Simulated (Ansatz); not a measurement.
# Li2CdNiC6N6: the cost of one run

Computed with Ansatz 0.2.0 (DFT PBE, scalar-relativistic, plane waves, PAW, unless a step's input says otherwise).

**1. The system as given**

It takes space group Fm-3m (No. 225, cubic). Conventional cell: a = 10.369 Å, b = 10.369 Å, c = 10.369 Å, α = 90.00°, β = 90.00°, γ = 90.00°. Li (site symmetry -43m) is surrounded by 12 N at 3.70 Å and 12 C at 3.73 Å. Around Cd (site symmetry m-3m) lie 6 N at 2.10 Å. Around Ni (site symmetry m-3m) lie 6 C at 1.92 Å. C (site symmetry 4mm) has 1 N at 1.17 Å and 1 Ni at 1.92 Å in its first shell of neighbours. Around N (site symmetry 4mm) lie 1 C at 1.17 Å.

Structure file:

```cif
data_structure
_symmetry_space_group_name_H-M 'P 1'
_symmetry_Int_Tables_number 1
_cell_length_a 7.3320
_cell_length_b 7.3320
_cell_length_c 7.3320
_cell_angle_alpha 60.000
_cell_angle_beta 60.000
_cell_angle_gamma 60.000
_cell_volume 278.71
loop_
_atom_site_label
_atom_site_type_symbol
_atom_site_fract_x
_atom_site_fract_y
_atom_site_fract_z
_atom_site_occupancy
Li1 Li 0.25000 0.25000 0.25000 1
Li2 Li 0.75000 0.75000 0.75000 1
Cd1 Cd 0.50000 0.50000 0.50000 1
Ni1 Ni 0.00000 0.00000 0.00000 1
C1 C 0.81512 0.18488 0.18488 1
C2 C 0.18488 0.81512 0.18488 1
C3 C 0.18488 0.18488 0.81512 1
C4 C 0.18488 0.81512 0.81512 1
C5 C 0.81512 0.18488 0.81512 1
C6 C 0.81512 0.81512 0.18488 1
N1 N 0.70229 0.29771 0.29771 1
N2 N 0.29771 0.70229 0.29771 1
N3 N 0.29771 0.29771 0.70229 1
N4 N 0.29771 0.70229 0.70229 1
N5 N 0.70229 0.29771 0.70229 1
N6 N 0.70229 0.70229 0.29771 1
```

The cell is invented: cyanide-bridged rock-salt net of two metals, 2 guest cations a cell (Fm-3m, No. 225). Lengths come from tabulated atomic sizes and are only a guess.

**2. The guess as it stands, on a coarse mesh**

input.yaml

```yaml
crystal:
  lattice:
    - [0.0, 5.1845, 5.1845]
    - [5.1845, 0.0, 5.1845]
    - [5.1845, 5.1845, 0.0]
  atoms:
    - { symbol: Li, position: [0.25, 0.25, 0.25] }
    - { symbol: Li, position: [0.75, 0.75, 0.75] }
    - { symbol: Cd, position: [0.5, 0.5, 0.5] }
    - { symbol: Ni, position: [0.0, 0.0, 0.0], spin: 2.0 }
    - { symbol: C, position: [0.815122, 0.184878, 0.184878] }
    - { symbol: C, position: [0.184878, 0.815122, 0.184878] }
    - { symbol: C, position: [0.184878, 0.184878, 0.815122] }
    - { symbol: C, position: [0.184878, 0.815122, 0.815122] }
    - { symbol: C, position: [0.815122, 0.184878, 0.815122] }
    - { symbol: C, position: [0.815122, 0.815122, 0.184878] }
    - { symbol: "N", position: [0.70228566, 0.29771434, 0.29771434] }
    - { symbol: "N", position: [0.29771434, 0.70228566, 0.29771434] }
    - { symbol: "N", position: [0.29771434, 0.29771434, 0.70228566] }
    - { symbol: "N", position: [0.29771434, 0.70228566, 0.70228566] }
    - { symbol: "N", position: [0.70228566, 0.29771434, 0.70228566] }
    - { symbol: "N", position: [0.70228566, 0.70228566, 0.29771434] }
basis:
  ecutwfc: 420
kpoints:
  mp_grid: { grid: [4, 4, 4] }
hamiltonian:
  xc: pbe
scf:
  occupations: { method: gaussian, width: 0.1 }
  lower_state_search: "off"
output:
  forces: true
  stress: true
  eigenvalues: true
  populations: true
magnetization:
  spin_polarized: true
```

Launch:

```
ansatz run input.yaml --threads 1 --pin off --max-ram 2560MiB --backend cpu --events-out ev --progress --plain --runs-dir out
```

**Question.** How long does this run take on 1 thread of Intel Xeon Platinum 8259CL at 2.50GHz (Skylake/Cascade Lake), shared host, and how much memory does it need?

About 33 s, with a peak of 0.81 GiB.
